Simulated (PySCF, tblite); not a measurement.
**C3H2F3O radical: geometry, infrared bands and EPR parameters**

Wanted: the infrared bands and EPR parameters of C3H2F3O radical (`O=[C]CC(F)(F)F`), by calculation.

Computed with tblite 0.8.0 and PySCF 2.14.0, with density-fitted response routines of our own, on a single molecule in the gas phase. Atoms count from 0, in the outputs and in this text.

## Step 1: The starting structure

9 atoms, charge 0, multiplicity 2; geometry from: force field or distance geometry start.

Bonds of the start (Å): O0–C1 1.18, C1–C2 1.45, C2–C3 1.52, C3–F4 1.33, C3–F5 1.35, C3–F6 1.36, C2–H7 1.09, C2–H8 1.09.

## Step 2: Geometry optimisation with GFN2-xTB

What the job is given:

```
{"job": {"kind": "relax", "xc": "GFN2-xTB", "basis": "xTB"}, "charge": 0, "multiplicity": 2}
O      2.571700     0.659800    -0.031500
C      1.522300     0.111000    -0.031500
C      0.265200    -0.613300    -0.007800
C     -0.893100     0.368900     0.005400
F     -0.903800     1.160400    -1.065000
F     -0.877600     1.140500     1.112700
F     -2.066400    -0.310500     0.019900
H      0.186100    -1.243100    -0.893400
H      0.209100    -1.267900     0.866000
```

On the command line:

```sh
$ OMP_NUM_THREADS=1 python probes_run.py task.json out
```

One launch serves the whole session: the jobs run in the order shown.

**Question.** This job is followed by: GFN2-xTB harmonic vibrations, gas phase; UKS B3LYP, pcH-1 on C F H O, non-relativistic, mean-field spin-orbit, GIAO. What will the session give for the following? strongest single infrared mode (GFN2-xTB); zero-point energy (GFN2-xTB); g(iso) (B3LYP); ⟨S²⟩; largest a(iso) (averaged by class); potential on the surface of density 0.002 e/bohr³, 1st and 99th percentile.

**Answer**, as computed:

| quantity | value |
| --- | --- |
| strongest single infrared mode (GFN2-xTB) | 1937 cm⁻¹, 257 km/mol |
| zero-point energy (GFN2-xTB) | 29.3 kcal/mol |
| g(iso) (B3LYP) | 2.00042 |
| ⟨S²⟩ | 0.753 (exact 0.75) |
| largest a(iso) (averaged by class) | 13C on C1, 378.7 MHz |
| potential on the surface of density 0.002 e/bohr³, 1st and 99th percentile | -1.03 V and 1.77 V |

What this shows: Over 45 steps the energy fell by 0.563 eV; of the close pairs, C1–C2 changed most, 1.451 to 1.486 Å. No mode is imaginary among the 21: a minimum at this level. The strongest single mode, at 1937 cm⁻¹, moves mainly C1 and O0. GFN2-xTB is a fitted tight-binding method: band positions and strengths are rough. Its intensities can rank the bands wrongly. C1 carries the largest spin population, 0.66 e. The isotropic g lies 1.9 ppt below the free-electron value. The conformer search found further structures of the same energy, which may be mirror or relabelled copies of this one.
